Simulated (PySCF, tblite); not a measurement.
# C6H4BrN3: geometry, infrared bands and NMR shifts

Wanted: the infrared bands and NMR shifts of C6H4BrN3 (`Brc1ccc2cnnn2c1`), by calculation.

The runs use tblite 0.8.0 and PySCF 2.14.0, with density-fitted response routines of our own; the level of theory stands in each step. All values are computed, except where a source is named. Atoms are numbered from 0 throughout.

**1. The starting structure**

14 atoms, charge 0, multiplicity 1; geometry from: force field or distance geometry start.

Bonds of the start (Å): Br0–C1 1.87, C1–C2 1.45, C2–C3 1.36, C3–C4 1.43, C4–C5 1.38, C5–N6 1.36, N6–N7 1.33, N7–N8 1.35, N8–C9 1.38, C9–C1 1.35, N8–C4 1.40, C2–H10 1.08, C3–H11 1.08, C5–H12 1.08, C9–H13 1.08.

**2. Optimising the geometry with GFN2-xTB**

What the job is given:

```
{"job": {"kind": "relax", "xc": "GFN2-xTB", "basis": "xTB"}, "charge": 0, "multiplicity": 1}
Br     3.668500    -0.570600    -0.128500
C      1.819600    -0.265500    -0.074400
C      1.352700     1.103800    -0.053400
C      0.027200     1.404800    -0.020700
C     -0.911900     0.331300     0.035700
C     -2.280600     0.202300     0.074900
N     -2.604500    -1.117000     0.094300
N     -1.477300    -1.824700     0.067300
N     -0.425100    -0.979600     0.021200
C      0.924700    -1.271700    -0.021800
H      2.072400     1.908300    -0.089800
H     -0.322400     2.423200    -0.005000
H     -3.036500     0.975900     0.109200
H      1.192600    -2.321200    -0.031000
```

Launch:

```console
$ OMP_NUM_THREADS=1 python probes_run.py task.json out
```

The driver reads the jobs from task.json and runs them one after another.

The log of the run:

```text
step      E/eV     max force
  0    -753.77715    2.653
  1    -753.90335    0.853
  2    -753.92578    0.405
  3    -753.93948    0.305
  4    -753.94457    0.278
  5    -753.94942    0.185
  6    -753.95282    0.160
  7    -753.95468    0.171
  8    -753.95609    0.180
  9    -753.95729    0.122
 10    -753.95794    0.050
 11    -753.95827    0.042
 12    -753.95853    0.044
 13    -753.95882    0.044
 14    -753.95903    0.033
 15    -753.95913    0.025
 16    -753.95918    0.024
 17    -753.95922    0.018
 18    -753.95924    0.010
 19    -753.95925    0.009
```

It took 0.16 s on 1 thread of Arm Neoverse V1, shared host.

Relaxation path:

```csv
step,energy from step 0 (eV),largest force (eV/Å)
0,0.0000,2.6535
1,-0.1262,0.8527
2,-0.1486,0.4046
3,-0.1623,0.3052
4,-0.1674,0.2778
5,-0.1723,0.1849
6,-0.1757,0.1601
7,-0.1775,0.1709
8,-0.1789,0.1798
9,-0.1801,0.1218
10,-0.1808,0.0497
11,-0.1811,0.0423
12,-0.1814,0.0437
13,-0.1817,0.0440
14,-0.1819,0.0333
15,-0.1820,0.0253
16,-0.1820,0.0241
17,-0.1821,0.0181
18,-0.1821,0.0102
19,-0.1821,0.0087
```

Close pairs (by a distance rule), those that changed most:

```csv
bond,before (Å),after (Å),change (Å)
N6–N7,1.331,1.287,-0.044
C1–C2,1.447,1.416,-0.031
N8–C9,1.382,1.353,-0.029
C5–N6,1.359,1.332,-0.027
N7–N8,1.350,1.326,-0.025
C3–C4,1.427,1.404,-0.023
Br0–C1,1.875,1.898,+0.023
C4–C5,1.375,1.395,+0.019
```

The final coordinates are the input of the step that follows.

**3. Vibrational analysis with GFN2-xTB**

What the job is given:

```
{"job": {"kind": "ir", "xc": "GFN2-xTB", "basis": "xTB"}, "charge": 0, "multiplicity": 1}
Br     3.639653    -0.623956    -0.128855
C      1.783810    -0.232744    -0.065013
C      1.363712     1.119367    -0.058839
C      0.032051     1.407231    -0.012349
C     -0.894876     0.353600     0.028912
C     -2.277939     0.182209     0.080155
N     -2.537337    -1.123952     0.097921
N     -1.444687    -1.803519     0.062511
N     -0.427718    -0.954315     0.019842
C      0.889689    -1.258550    -0.025591
H      2.105905     1.900294    -0.091290
H     -0.329056     2.422618    -0.005858
H     -3.056361     0.915180     0.104566
H      1.152476    -2.303937    -0.028278
```

The log of the run:

```text
mode    cm-1     km/mol
  1     101.4      3.18
  2     185.3      4.56
  3     203.2      3.88
  4     267.7      2.37
  5     303.1      1.53
  6     392.9      0.90
  7     408.5      1.90
  8     550.8      1.62
  9     559.6      1.46
 10     667.9      0.97
 11     676.7      0.20
 12     705.1      0.69
 13     797.5     14.92
 14     811.3      0.34
 15     812.8     22.97
 16     849.4      0.15
 17     888.1     24.11
 18     906.8      0.01
 19     940.1     34.65
 20    1058.4      1.73
 21    1102.0      0.55
 22    1139.6      5.82
 23    1174.9     16.49
 24    1202.7      4.18
 25    1282.3     37.28
 26    1294.8     61.52
 27    1334.9     13.09
 28    1347.8     40.92
 29    1434.4      2.36
 30    1482.3     17.06
 31    1525.3      8.14
 32    1607.3     35.23
 33    3110.7      7.37
 34    3119.8      4.36
 35    3121.0      4.06
 36    3197.6      8.60
```

It took 0.54 s on 1 thread of Arm Neoverse V1, shared host.

The strongest bands and the atoms that carry them (share of the mass-weighted mode):

```csv
cm⁻¹,km/mol,atoms
813,23.0,"H12 56 %, C5 17 %"
888,24.1,"C9 21 %, C2 20 %, C1 19 %, C5 11 %"
940,34.6,"N6 26 %, N7 18 %, C5 16 %, H12 16 %"
1282,37.3,"N7 23 %, N6 23 %, C4 21 %"
1295,61.5,"C4 18 %, N8 17 %, C5 15 %, N7 14 %"
1348,40.9,"C5 31 %, N6 20 %, N8 12 %"
1482,17.1,"C1 31 %, C9 22 %, C4 15 %"
1607,35.2,"C4 23 %, C3 22 %, C9 22 %, C1 16 %"
```

**4. Nuclear shieldings: PBE0/pcSseg-1**

The job, as its differences from that of step 3:

```diff
@@ -1,2 +1,2 @@
-{"job": {"kind": "ir", "xc": "GFN2-xTB", "basis": "xTB"}, "charge": 0, "multiplicity": 1}
+{"job": {"kind": "nmr", "xc": "PBE0", "basis": "pcSseg-1"}, "charge": 0, "multiplicity": 1}
 Br     3.639653    -0.623956    -0.128855
```

Level: GIAO PBE0/pcSseg-1 NMR shielding, non-relativistic, gas phase.

The log of the run:

```text
coarse grid: 63664 points
cycle   1  E = -2968.2721966586  dE =  1.088e+00  |g| = 8.277e-01  |ddm| = 4.257e+00
cycle   2  E = -2968.1865540280  dE =  8.564e-02  |g| = 8.724e-01  |ddm| = 1.216e+00
cycle   3  E = -2968.3020910529  dE = -1.155e-01  |g| = 3.808e-01  |ddm| = 1.024e+00
cycle   4  E = -2968.3336144675  dE = -3.152e-02  |g| = 7.731e-02  |ddm| = 3.703e-01
cycle   5  E = -2968.3345670443  dE = -9.526e-04  |g| = 2.574e-02  |ddm| = 7.964e-02
cycle   6  E = -2968.3346936145  dE = -1.266e-04  |g| = 8.851e-03  |ddm| = 2.661e-02
cycle   7  E = -2968.3347080030  dE = -1.439e-05  |g| = 3.111e-03  |ddm| = 1.111e-02
cycle   8  E = -2968.3347102950  dE = -2.292e-06  |g| = 6.787e-04  |ddm| = 3.470e-03
final grid: 134792 points
cycle   9  E = -2968.3347224838  dE =  1.802e-07  |g| = 1.129e-03  |ddm| = 2.936e-03
cycle  10  E = -2968.3347216363  dE =  8.475e-07  |g| = 2.103e-03  |ddm| = 3.333e-03
cycle  11  E = -2968.3347227898  dE = -1.154e-06  |g| = 2.469e-04  |ddm| = 2.276e-03
cycle  12  E = -2968.3347228022  dE = -1.232e-08  |g| = 2.689e-05  |ddm| = 2.394e-04
cycle  13  E = -2968.3347228023  dE = -1.487e-10  |g| = 8.161e-06  |ddm| = 2.964e-05
converged SCF energy = -2968.3347228023

GIAO shielding tensors (ppm)
atom      isotropic    diamagn.    paramagn.     s11        s22        s33       span
  0 Br    2039.584    3119.967   -1080.383   1576.671   1607.534   2934.548   1357.877
  1 C       54.733     256.617    -201.883    -29.645     65.131    128.714    158.358
  2 C       53.810     248.682    -194.872    -41.291     47.895    154.827    196.118
  3 C       63.481     253.237    -189.756    -34.689     51.287    173.845    208.533
  4 C       46.703     251.280    -204.577    -26.469     17.327    149.251    175.720
  5 C       57.225     251.326    -194.101    -15.007     60.478    126.205    141.211
  6 N     -128.583     326.996    -455.579   -391.452   -182.015    187.719    579.172
  7 N     -104.624     310.752    -415.376   -332.408    -89.519    108.055    440.463
  8 N      -19.120     331.474    -350.594   -145.090    -43.564    131.293    276.383
  9 C       55.977     243.797    -187.820    -27.185     63.561    131.556    158.741
 10 H       24.249      30.002      -5.753     19.006     23.988     29.754     10.747
 11 H       23.766      30.551      -6.785     19.049     24.813     27.435      8.386
 12 H       23.485      30.835      -7.350     19.769     24.073     26.614      6.845
 13 H       22.640      28.912      -6.272     16.113     22.448     29.360     13.247
```

Run time: 47 s. Hardware: 1 thread of Arm Neoverse V1, shared host; peak memory 1 GiB.

Shifts follow as δ = σ(reference) − σ, with reference shieldings (ppm) from runs at the same level and on the same kind of geometry: ¹H TMS 31.72, ¹³C TMS 186.9, ¹⁵N NH3 267.7, ⁷⁹Br HBr 2622. The references are single molecules in the gas phase, so shifts against H2O, NH3, PH3, H3PO4 or CFCl3 are not on the usual liquid scales and can be off by tens of ppm.

```csv
atoms,environment,σ (ppm),δ (ppm),δ scaled to CDCl3
C4,ring-fusion aromatic carbon,46.7,140.2,134.9
C2,aromatic CH,53.8,133.1,128.0
C1,aromatic carbon bearing bromine,54.7,132.2,112.3
C9,aromatic CH next to a ring nitrogen,56.0,130.9,125.9
C5,aromatic CH next to a ring nitrogen,57.2,129.7,124.7
C3,aromatic CH,63.5,123.4,118.6
H13,hydrogen on an aromatic CH next to a ring nitrogen,22.64,9.08,8.66
H12,hydrogen on an aromatic CH next to a ring nitrogen,23.49,8.23,7.87
H11,hydrogen on an aromatic CH,23.77,7.95,7.60
H10,hydrogen on an aromatic CH,24.25,7.47,7.15
Br0,bromine bonded to C,2040,582,–
N6,pyridine-type nitrogen of an azole,-128.6,396.3,–
N7,pyridine-type nitrogen of an azole,-104.6,372.4,–
N8,pyrrole-type ring nitrogen,-19.1,286.8,–
```

The scaled column applies a straight-line fit of computed shieldings to shifts measured in CDCl3, with any fitted terms for Cl, Br or S neighbours (root-mean-square error 0.16 ppm for H, 1.9 ppm for C).

The run also stored atomic charges by several schemes (e):

```csv
atoms,Mulliken,IAO,Hirshfeld,ESP fit
Br0,-0.06,0.03,0.01,0.02
C1,-0.38,-0.08,-0.01,-0.24
C2,0.14,-0.16,-0.05,0.10
C3,-0.10,-0.15,-0.04,-0.44
C4,0.32,0.03,0.02,0.12
C5,0.03,-0.13,-0.04,-0.10
N6,-0.23,-0.16,-0.13,-0.20
N7,-0.04,-0.14,-0.09,-0.41
N8,-0.55,0.08,0.06,0.65
C9,0.45,-0.05,0.01,-0.18
```

Mayer bond orders: Br0–C1 1.07, C1–C2 1.18, C2–C3 1.59, C3–C4 1.16, C4–C5 1.31, C5–N6 1.42, N6–N7 1.42, N7–N8 1.12, N8–C9 1.04, C9–C1 1.47, N8–C4 0.93.

Ring of atoms C1, C2, C3, C4, N8, C9: NICS(0) -7.4, NICS(1) -8.8, NICS(1)zz -20.2 ppm (means of both faces).

Ring of atoms C4, C5, N6, N7, N8: NICS(0) -15.8, NICS(1) -15.8, NICS(1)zz -40.8 ppm (means of both faces).

The fields below are evaluated on a grid from the run's orbitals.

Frontier orbitals at PBE0/pcSseg-1, with the share of their density that lies nearest to each atom:

```csv
orbital,energy (eV),lies on
HOMO,-6.85,C5 22 %; N7 19 %; C9 14 %
LUMO,-1.82,"C3, C9 about 22 % each; C2 13 %; C1 9 %"
```

ELF in a plane through or near 14 of the atoms.

Ten even steps from '0' (0.00) to '9' (1.00):
```
0000000000000000000000000000
0000000000000000000000000000
0000000000000000000000000000
0000000000000698300000000000
0000000388102999800000000000
0000000899702999700010000000
0000000799946476100899700000
0000100189338426212999920000
0005774006227595485999820000
0027887546871042382263000000
0027712483352178445740000000
0016374275783722416178620000
0005743641516757648499840000
0004788830797425365589830000
0002467502999506997013200000
0000133102999306997000000000
0000000000575002663000000000
0000000000000000000000000000
0000000000000000000000000000
0000000000000000000000000000
```
The map spans 12.4 Å across and 10.1 Å up, centred on the molecule. Atoms in the plane (x, y in Å): Br0 (-3.6, -0.7), C1 (-1.8, -0.3), C2 (-1.4, 1.1), C3 (-0.1, 1.4), C4 (0.9, 0.4), C5 (2.3, 0.2), N6 (2.6, -1.0), N7 (1.5, -1.8), N8 (0.5, -0.9), C9 (-0.9, -1.3), H10 (-2.2, 1.8), H11 (0.3, 2.4), H12 (3.0, 1.0), H13 (-1.1, -2.3).

On the surface of density 0.002 e/bohr³ the electrostatic potential runs, from the 1st to the 99th percentile, from -1.83 V near N6 to 1.48 V near H11.

**5. Results**

```
                                 quantity                                         value
strongest single infrared mode (GFN2-xTB)                          1295 cm⁻¹, 62 km/mol
             zero-point energy (GFN2-xTB)                                 58.0 kcal/mol
   ¹³C shifts against TMS (PBE0/pcSseg-1)  140.2, 133.1, 132.2, 130.9, 129.7, 123.4 ppm
    ¹H shifts against TMS (PBE0/pcSseg-1)                    9.08, 8.23, 7.95, 7.47 ppm
  ⁷⁹Br shifts against HBr (PBE0/pcSseg-1)                                       582 ppm
   ¹⁵N shifts against NH3 (PBE0/pcSseg-1)                       396.3, 372.4, 286.8 ppm
    surface potential, 1st and 99th percentile                            -1.83 V and 1.48 V
```

Relaxing lowered the energy by 0.182 eV in 19 steps; the close pair that moved most is N6–N7, from 1.331 to 1.287 Å. No mode is imaginary among the 36: a minimum at this level. The strongest single mode, at 1295 cm⁻¹, has its largest shares on C4, N8, C5 and N7 (the list is cut at 4 atoms). GFN2-xTB is a fitted tight-binding method: band positions and strengths are rough. Its intensities can rank the bands wrongly. C1 stands next to heavy halogen, whose spin-orbit shielding this run leaves out, so the computed shift lies too far downfield, most of all for carbon beside Br or I. At PBE0/pcSseg-1: The widest tensor belongs to Br0: span 1358 ppm, with a paramagnetic part of -1080 ppm. NICS(1)zz of -20 ppm above the planar ring from C1 marks a diatropic (aromatic) ring current. NICS(1)zz of -41 ppm above the planar ring from C4 marks a diatropic (aromatic) ring current. At PBE0/pcSseg-1, counted by nearest atom on the grid, the HOMO lies on C5 22 %; N7 19 %, the LUMO on C3, C9 about 22 % each; C2 13 %. Spin-orbit coupling is left out, which matters for shieldings and couplings at and beside the heavy atoms.
